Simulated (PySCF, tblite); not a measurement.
# C7H14P+: geometry, infrared bands and NMR shifts

Wanted: the infrared bands and NMR shifts of C7H14P+ (`C/C=C\[P@H+](C)C1CC1`), by calculation.

Programs: tblite 0.8.0 and PySCF 2.14.0, with density-fitted response routines of our own. Each step states its level of theory. These are calculated values for one molecule in the gas phase, unless marked as measured. Atoms count from 0, in the outputs and in this text.

## (1) The starting structure

22 atoms, charge 1, multiplicity 1; geometry from: force field or distance geometry start.

Bonds of the start (Å): C0–C1 1.49, C1–C2 1.35, C2–P3 1.74, P3–C4 1.78, P3–C5 1.81, C5–C6 1.50, C6–C7 1.51, C7–C5 1.52, C0–H8 1.09, C0–H9 1.10, C0–H10 1.10, C1–H11 1.08, C2–H12 1.08, P3–H13 1.42, C4–H14 1.10, C4–H15 1.10, C4–H16 1.10, C5–H17 1.08, C6–H18 1.08, C6–H19 1.09, C7–H20 1.08, C7–H21 1.08.

## (2) Relaxing the molecule with GFN2-xTB

Job settings and geometry (Å):

```
{"job": {"kind": "relax", "xc": "GFN2-xTB", "basis": "xTB"}, "charge": 1, "multiplicity": 1}
C     -2.961900    -0.869900     0.470000
C     -2.161100    -0.998100    -0.783600
C     -0.898500    -0.549300    -0.952500
P      0.029600     0.309100     0.236400
C     -0.380800     2.021600    -0.003600
C      1.724700     0.161900    -0.382800
C      2.514100    -1.054600     0.008200
C      2.850400     0.280700     0.625000
H     -2.448300    -0.321700     1.263500
H     -3.230300    -1.859900     0.860700
H     -3.904100    -0.338200     0.245500
H     -2.643900    -1.526100    -1.597000
H     -0.455700    -0.723600    -1.916500
H     -0.123300    -0.218100     1.544800
H     -1.429700     2.217400     0.247700
H      0.241600     2.656200     0.639400
H     -0.218300     2.323500    -1.048300
H      1.904600     0.564900    -1.369400
H      3.202900    -1.469100    -0.707800
H      2.034100    -1.796700     0.644200
H      3.756600     0.770800     0.312300
H      2.586800     0.438600     1.662900
```

Run with:

```sh
$ OMP_NUM_THREADS=1 python probes_run.py task.json out
```

This one command runs all jobs of the session in turn.

**Question.** This job is followed by: GFN2-xTB harmonic vibrations, gas phase; GIAO PBE0/pcSseg-1 NMR shielding, non-relativistic, gas phase. What will the session give for the following? strongest single infrared mode (GFN2-xTB); zero-point energy (GFN2-xTB); 13C shifts against TMS (PBE0/pcSseg-1); 1H shifts against TMS (PBE0/pcSseg-1, means over atoms taken as alike); 31P shifts against H3PO4 (PBE0/pcSseg-1).

As calculated:

| quantity | value |
| --- | --- |
| strongest single infrared mode (GFN2-xTB) | 882 cm⁻¹, 159 km/mol |
| zero-point energy (GFN2-xTB) | 116.7 kcal/mol |
| 13C shifts against TMS (PBE0/pcSseg-1) | 174.4, 109.2, 24.5, 11.2, 8.7, 8.5, 4.5 ppm |
| 1H shifts against TMS (PBE0/pcSseg-1, means over atoms taken as alike) | 7.85, 5.82, 5.24, 2.36, 2.18, 1.79, 1.78, 1.31, 0.99, 0.98 ppm |
| 31P shifts against H3PO4 (PBE0/pcSseg-1) | -6.9 ppm |

What this shows: The optimisation took 57 steps and gained 0.289 eV; among the close pairs (by a distance rule), C2–P3 changed most, from 1.735 to 1.787 Å. No mode is imaginary among the 60: a minimum at this level. The strongest single mode, at 882 cm⁻¹, is spread over several atoms, H15, H14, P3, H13 among them. Unscaled tight-binding wavenumbers are off by several per cent, some by more. Its intensities can rank the bands wrongly. At PBE0/pcSseg-1: The widest tensor belongs to C1: span 285 ppm, with a paramagnetic part of -244 ppm.
